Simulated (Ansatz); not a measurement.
**OCS (carbonyl sulfide) at CCSD/STO-3G**

Aim: the electronic atomisation energy of OCS (carbonyl sulfide) at CCSD/STO-3G, from 4 runs. 

Program for the calculation: Ansatz 0.2.0.

50 further runs of the same task are left out: 2 that didn't finish, 48 set aside as unsound or not needed.

## (1) The molecule

OCS: 3 atoms, total charge 0, spin state singlet. As SMILES, `O=C=S`. The shape is that of a PBE0-D4/def2-TZVP optimisation.

Bond lengths: O1–C2 1.152 Å, C2–S3 1.558 Å. Angles: O1–C2–S3 180.0°.

## (2) The energy at CCSD/STO-3G

Input file input.yaml:

```yaml
crystal:
  periodic: [false, false, false]
  atoms:
    - {symbol: O, position_ang: [0.921990, 0.684410, 0.582150]}
    - {symbol: C, position_ang: [0.096740, 0.071800, 0.061080]}
    - {symbol: S, position_ang: [-1.018720, -0.756210, -0.643230]}
basis:
  gaussian: {orbitals: STO-3G}
correlation: {method: ccsd, frozen_orbitals: {C: 1, O: 1, S: 5}}
accuracy: high
scf: {omitted_lower_state_checks: [cluster_reference, increment]}
```

On the command line:

```sh
$ ansatz run input.yaml --threads 1 --pin off --max-ram 3480MiB --events-out events.jsonl --progress --plain --runs-dir runs
```

The log of the run:

```text
Warning: RAYON_NUM_THREADS=1 ignored (pool sized by the plan → 1); use --threads N
[... 11 lines left out ...]
7 core orbitals not correlated: weight in the atoms' cores, before any rotation towards them, 1.000 or more for the frozen orbitals, at most 0.000 for the correlated occupied ones
[... 22 lines left out ...]
Total energy: -13730.22666032 eV, -504.5765230850 hartree
Checks for a lower state left out: cluster_reference, increment
```

Run time: 0.14 s. Hardware: 1 thread of Intel Xeon 6975P-C (Granite Rapids), shared host.

## (3) The C atom, same level

Input file job.yaml:

```yaml
crystal:
  periodic: [false, false, false]
  atoms:
    - {symbol: C, position_ang: [0.000000, 0.000000, 0.000000]}
basis:
  gaussian: {orbitals: STO-3G}
magnetization: {spin_polarized: true, initial_magnetization: 2}
correlation: {method: ccsd, frozen_orbitals: {C: 1}}
scf: {omitted_lower_state_checks: [cluster_reference, increment]}
accuracy: high
```

Run the same way, it converges to -37.21862 Eh (log not shown).

## (4) The O atom

Input file in.yaml:

```yaml
crystal:
  periodic: [false, false, false]
  atoms:
    - symbol: O
      position_ang: [0.000000, 0.000000, 0.000000]
basis:
  gaussian:
    orbitals: STO-3G
magnetization:
  spin_polarized: true
  initial_magnetization: 2
correlation:
  method: ccsd
  frozen_orbitals: {O: 1}
scf:
  omitted_lower_state_checks: [cluster_reference, increment]
accuracy: high
```

Run the same way, it converges to -73.80415 Eh (log not shown).

## (5) The S atom at the same level

Input file in.yaml:

```yaml
basis:
  gaussian: {orbitals: STO-3G}
crystal:
  periodic: [false, false, false]
  atoms:
    - {symbol: S, position_ang: [0.000000, 0.000000, 0.000000]}
magnetization: {spin_polarized: true, initial_magnetization: 2}
correlation: {method: ccsd, frozen_orbitals: {S: 5}}
accuracy: high
scf: {omitted_lower_state_checks: [cluster_reference, increment]}
```

Run the same way, it converges to -393.13022 Eh (log not shown).

## (6) Outcome

Level: CCSD/STO-3G, 7 core orbitals frozen.

| quantity | value |
| --- | --- |
| molecule: total energy | -504.57652 Eh |
| molecule: correlation energy (7 core orbitals frozen) | -174.0 mEh |
| molecule: T1 diagnostic | 0.020 |
| C atom: total energy | -37.21862 Eh |
| C atom: correlation energy (1 core orbital frozen) | -20.2 mEh |
| C atom: ⟨S²⟩ of the reference determinant | 2.000 |
| C atom: T1 diagnostic | 0.000 |
| O atom: total energy | -73.80415 Eh |
| O atom: correlation energy (1 core orbital frozen) | 0.0 mEh |
| O atom: ⟨S²⟩ of the reference determinant | 2.000 |
| O atom: T1 diagnostic | 0.000 |
| S atom: total energy | -393.13022 Eh |
| S atom: correlation energy (5 core orbitals frozen) | 0.0 mEh |
| S atom: ⟨S²⟩ of the reference determinant | 2.000 |
| S atom: T1 diagnostic | 0.000 |
| electronic atomisation energy | 11.525 eV |

What this shows: Taking the molecule apart into free atoms costs 11.52 eV (1112 kJ/mol), before zero-point energy and without spin-orbit coupling. In a minimal basis such a difference can be off by several eV, whatever the method. The T1 diagnostic (molecule) of 0.020 is above the customary mark for such species, so a single reference may not serve.
